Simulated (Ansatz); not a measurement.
# AlH3OSe (SMILES [AlH2][O][SeH]): functionals against CCSD(T) at one geometry

One table from this session's results is given with a row withheld; the runs are named, their logs left out.

Method: single points in def2-TZVPP; program: Ansatz 0.2.0, Gaussian basis.

Cores are frozen in the correlated methods. Filled d shells of the heavier atoms are correlated. B3LYP uses VWN-RPA correlation.

**The system as given**

SMILES `[AlH2][O][SeH]`, 6 atoms, charge 0, spin multiplicity 1.

Atoms are counted from 1 here; the program's logs count them from 0.

Bond lengths: Al1–O2 1.755 Å, Al1–H4 1.467 Å, Al1–H5 1.635 Å, O2–Se3 1.758 Å, Se3–H6 1.518 Å. Angles: O2–Al1–H4 119.4°, O2–Al1–H5 120.4°, H4–Al1–H5 119.7°, Al1–O2–Se3 179.4°, O2–Se3–H6 96.2°.

As a file:

```xyz
6

Al   -1.1451   -0.0686   -0.6550
O     0.2739   -0.2191    0.3662
Se    1.6908   -0.3864    1.3935
H    -1.9586   -1.2563   -0.9373
H    -1.6794    1.4058   -1.1158
H     2.4945    0.7261    0.7448
```

Set-up of the first run:

Input file run/in.yaml:

```yaml
crystal:
  periodic: [false, false, false]
  atoms:
    - {symbol: Al, position_ang: [-1.145100, -0.068600, -0.655000]}
    - {symbol: O, position_ang: [0.273900, -0.219100, 0.366200]}
    - {symbol: Se, position_ang: [1.690800, -0.386400, 1.393500]}
    - {symbol: H, position_ang: [-1.958600, -1.256300, -0.937300]}
    - {symbol: H, position_ang: [-1.679400, 1.405800, -1.115800]}
    - {symbol: H, position_ang: [2.494500, 0.726100, 0.744800]}
basis:
  gaussian: {orbitals: def2-TZVPP}
correlation: {method: ccsd_t}
output: {forces: true}
```

The command line of these runs was not kept.

Steps of the session up to this table: CCSD(T)/def2-TZVPP; PBE0-D4/def2-TZVPP; wB97M-V/def2-TZVPP; r2SCAN-D4/def2-TZVPP; PBE-D4/def2-TZVPP; B3LYP-D4/def2-TZVPP; BLYP-D4/def2-TZVPP.

One of the session's tables, all rows but one given; the rest of the session is left out.

| method | RMS force component (eV/Å) | angle to CCSD(T) forces (°) | dipole (D) |
| --- | --- | --- | --- |
| CCSD(T) | 1.021 | reference | 0.63 |
| PBE0-D4 | ? | ? | ? |
| wB97M-V | 0.987 | 2.5 | 0.61 |
| r2SCAN-D4 | 1.005 | 2.8 | 0.63 |
| PBE-D4 | 0.976 | 10.7 | 0.56 |
| B3LYP-D4 | 1.000 | 5.3 | 0.58 |
| BLYP-D4 | 1.001 | 16.0 | 0.53 |

**Question.** Estimate the row for PBE0-D4.

The run gave: RMS force component (eV/Å): 1.000; angle to CCSD(T) forces (°): 4.7; dipole (D): 0.64.
